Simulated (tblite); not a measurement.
# C5H5FO3: the cost of one run

Programs: tblite 0.8.0 and PySCF 2.14.0, with density-fitted response routines of our own. Each step states its level of theory. These are calculated values for one molecule in the gas phase, unless marked as measured. Atoms are numbered from 0 throughout.

## 1. Starting geometry

14 atoms, charge 0, multiplicity 1; geometry from: force field or distance geometry start.

Bonds of the start (Å): O0–C1 1.25, C1–O2 1.40, O2–C3 1.40, C3–C4 1.35, C4–C5 1.48, C5–O6 1.33, O6–C7 1.34, C7–F8 1.37, C4–C1 1.44, C3–H9 1.08, C5–H10 1.14, C5–H11 1.14, C7–H12 1.14, C7–H13 1.14.

## 2. Optimising the geometry with GFN2-xTB

Job settings and geometry (Å):

```
{"job": {"kind": "relax", "xc": "GFN2-xTB", "basis": "xTB"}, "charge": 0, "multiplicity": 1}
O      0.705400    -2.080300     1.687000
C      1.249100    -1.108200     1.109200
O      2.602900    -0.907900     0.802700
C      2.245000     0.327700     0.242100
C      0.934700     0.178900     0.537900
C     -0.219700     1.078300     0.310200
O     -1.230400     0.689700    -0.465500
C     -1.988500    -0.389500    -0.239700
F     -1.404800    -1.628900    -0.275500
H      2.872000     1.071600    -0.218100
H     -0.557300     1.464300     1.323100
H      0.221700     2.017800    -0.156800
H     -2.771700    -0.424200    -1.071200
H     -2.659000    -0.289800     0.672400
```

The run is started by

```
> OMP_NUM_THREADS=1 python probes_run.py task.json out
```

One launch serves the whole session: the jobs run in the order shown.

Q: Estimate the wall time and peak memory of this first job on 1 thread of AMD EPYC, shared host.

About 1.3 s, with a peak of 0.18 GiB.
